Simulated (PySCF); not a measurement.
# C5H10O2: the cost of one run

Computed with PySCF 2.14.0 and routines of our own; the level stands in each step. Atoms count from 0.

## 1. The system as given

17 atoms, charge 0, multiplicity 1; geometry from: GFN2-xTB.

## 2. Magnetic properties: GIAO PBE0/pcSseg-1

The job: settings as JSON, then the geometry in Å.

```
{"job": {"kind": "mag", "xc": "PBE0", "basis": "pcSseg-1", "isotopologues": 2}, "charge": 0, "multiplicity": 1}
C     -2.495075     0.445905     0.278949
O     -1.238146     0.885334    -0.170676
C     -0.308408    -0.151471    -0.339368
C      1.056840     0.345783    -0.836837
C      1.743864    -0.456288     0.288851
O      2.718086     0.187158     1.050321
C      0.364927    -0.705365     0.938075
H     -2.943047    -0.260748    -0.430788
H     -2.425042    -0.038221     1.259638
H     -3.123515     1.330690     0.356603
H     -0.735788    -0.947427    -0.965773
H      1.326705     0.091613    -1.857800
H      1.149110     1.420777    -0.694583
H      2.213737    -1.373826    -0.069210
H      2.358506     1.023265     1.370510
H      0.133605    -1.731757     1.211208
H      0.196641    -0.053392     1.794249
```

Method: GIAO PBE0/pcSseg-1 magnetisability, rotational g tensor and spin-rotation constants, non-relativistic, gas phase.

Launch:

```sh
OMP_NUM_THREADS=1 python excited_run.py task.json out
```

One launch serves the whole session: the jobs run in the order shown.

**Question.** How long does this first job take on 1 thread of Arm Neoverse V2, shared host, and how much memory does it need?

About 26 s, with a peak of 0.78 GiB.
